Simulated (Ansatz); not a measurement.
# Cl₃H₂InO: small, medium and large basis sets

One table from this session's results is given with a row withheld; the runs are named, their logs left out.

Computed with Ansatz 0.2.0, Gaussian basis. Level: one geometry, several basis sets.

Plan: PBE0-D4/def2-SVP; ωB97M-V/def2-SVP; PBE0-D4/def2-QZVPP; ωB97M-V/def2-QZVPP; the functionals' def2-TZVPP values are taken from earlier runs.

## The relaxed structure

The geometry comes from an earlier relaxation with PBE0-D4 in a triple-zeta def2 set; it is a stationary point, not always the lowest conformer. In takes the def2 core potential; no spin-orbit term is included.

SMILES `[OH2+][In-]([Cl])([Cl])[Cl]`, 7 atoms, charge 0, spin multiplicity 1.

Atoms are counted from 1 here; the program's logs count them from 0.

Bond lengths: O1–In2 2.297 Å, O1–H6 0.965 Å, O1–H7 0.965 Å, In2–Cl3 2.324 Å, In2–Cl4 2.303 Å, In2–Cl5 2.325 Å. Angles: In2–O1–H6 109.7°, In2–O1–H7 109.6°, H6–O1–H7 107.3°, O1–In2–Cl3 91.5°, O1–In2–Cl4 105.1°, O1–In2–Cl5 91.4°, Cl3–In2–Cl4 119.3°, Cl3–In2–Cl5 118.1°, Cl4–In2–Cl5 119.3°.

Set-up of the first run:

Input file in.yaml:

```yaml
crystal:
  periodic: [false, false, false]
  atoms:
    - {symbol: O, position_ang: [-0.711974, 0.595852, 0.935255]}
    - {symbol: In, position_ang: [0.293820, -0.507455, -0.810754]}
    - {symbol: Cl, position_ang: [1.289175, -2.024023, 0.642584]}
    - {symbol: Cl, position_ang: [-1.439573, -1.206682, -2.155982]}
    - {symbol: Cl, position_ang: [1.491879, 1.396212, -1.397631]}
    - {symbol: H, position_ang: [-0.471676, 0.172624, 1.768961]}
    - {symbol: H, position_ang: [-0.390450, 1.505371, 0.971866]}
basis:
  gaussian: {orbitals: def2-SVP}
hamiltonian: {xc: pbe0, dispersion: d4}
output: {orbitals: {seedname: orbitals}}
```

Steps of the session up to this table: PBE0-D4 in def2-SVP; ωB97M-V in def2-SVP; PBE0-D4 in def2-QZVPP; ωB97M-V in def2-QZVPP.

One table of the session follows, with a row left open; its other results are not shown here.

It belongs to the step «Density functionals: the series». 

```
functional       basis  HOMO (eV)  LUMO (eV)
   PBE0-D4    def2-SVP      -8.74      -1.84
   PBE0-D4  def2-TZVPP          ?          ?
   PBE0-D4  def2-QZVPP      -9.00      -2.13
   ωB97M-V    def2-SVP     -10.95       0.25
   ωB97M-V  def2-TZVPP     -11.24      -0.09
   ωB97M-V  def2-QZVPP     -11.29      -0.29
```

**Question.** Estimate the row for PBE0-D4, def2-TZVPP.

The run gave: HOMO (eV): -8.97; LUMO (eV): -2.05. In the column «HOMO (eV)» it lies between PBE0-D4, def2-QZVPP (-9.00) and PBE0-D4, def2-SVP (-8.74).
